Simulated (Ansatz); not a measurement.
Working through an atomisation energy of BBrFHO, SMILES OB(F)Br

Program: Ansatz 0.2.0, Python API.

Notebook, run cell by cell (the value of a cell's last expression is shown):

In [1]:
```python
from collections import Counter

import ansatz as az
```

In [2]:
```python
def energy_of(molecule, charge=0, unpaired=0):
    calc = molecule.calculation().basis(gaussian='def2-SVPD').functional('HF')
    if charge:
        calc = calc.charge(charge)
    if unpaired:
        calc = calc.spin('collinear', total=unpaired)
    report = calc.run(threads=1, backend='cpu').report
    if report['published_state_doubts']:
        print('  doubts:', report['published_state_doubts'])
    return report['free_energy_ev']
```

In [3]:
```python
mol = (
    az.Crystal.molecule()
    .atom('O', [0.1129, 1.0484, 0.4565])
    .atom('B', [-0.0941, -0.3282, 0.136])
    .atom('F', [0.7276, -1.2993, 0.7641])
    .atom('Br', [-1.4198, -0.9098, -1.1609])
    .atom('H', [0.7233, 1.4152, -0.2371])
)
```

In [4]:
```python
# unpaired electrons of the ground-state atoms
unpaired = {'O': 2, 'B': 1, 'F': 1, 'Br': 1, 'H': 1}
counts = Counter(site.symbol for site in mol.cartesian_sites)
atom_energy = {s: energy_of(az.Crystal.molecule().atom(s, (0, 0, 0)), 0, unpaired[s]) for s in counts}
whole = energy_of(mol, 0, 0)
for s, e in atom_energy.items():
    print(f'{s:2s} x{counts[s]}  {e:14.5f} eV')
print(f'BBrFHO: {whole:.5f} eV')
split = sum(counts[s] * e for s, e in atom_energy.items()) - whole
print(f'atomisation energy (no zero-point term): {split:.3f} eV, {split / sum(counts.values()):.3f} eV an atom')
```
```text
O  x1     -2033.34983 eV
B  x1      -666.71767 eV
F  x1     -2701.80749 eV
Br x1    -69990.00139 eV
H  x1       -13.58606 eV
BBrFHO: -75420.54824 eV
atomisation energy (no zero-point term): 15.086 eV, 3.017 eV an atom
```

15.086 eV from the electronic energies, without the zero-point term.

Notes:
- Total energies depend on the basis set; only differences at equal settings carry meaning.
- The geometry is a force-field or estimated start, not a minimum of this method, and the basis set is short of its limit. All parts are taken at fixed geometry, without zero-point energy.
- Hartree-Fock leaves correlation out, so bond, atomisation and ionisation energies come out well too low.
- The spin-orbit lowering of heavy atoms is left out.
- It ran for 2 s on 1 thread of Arm Neoverse V2, on a shared host, peak memory 0.26 GiB.

(Lines on the test bed's own set-up are left out of the output.)
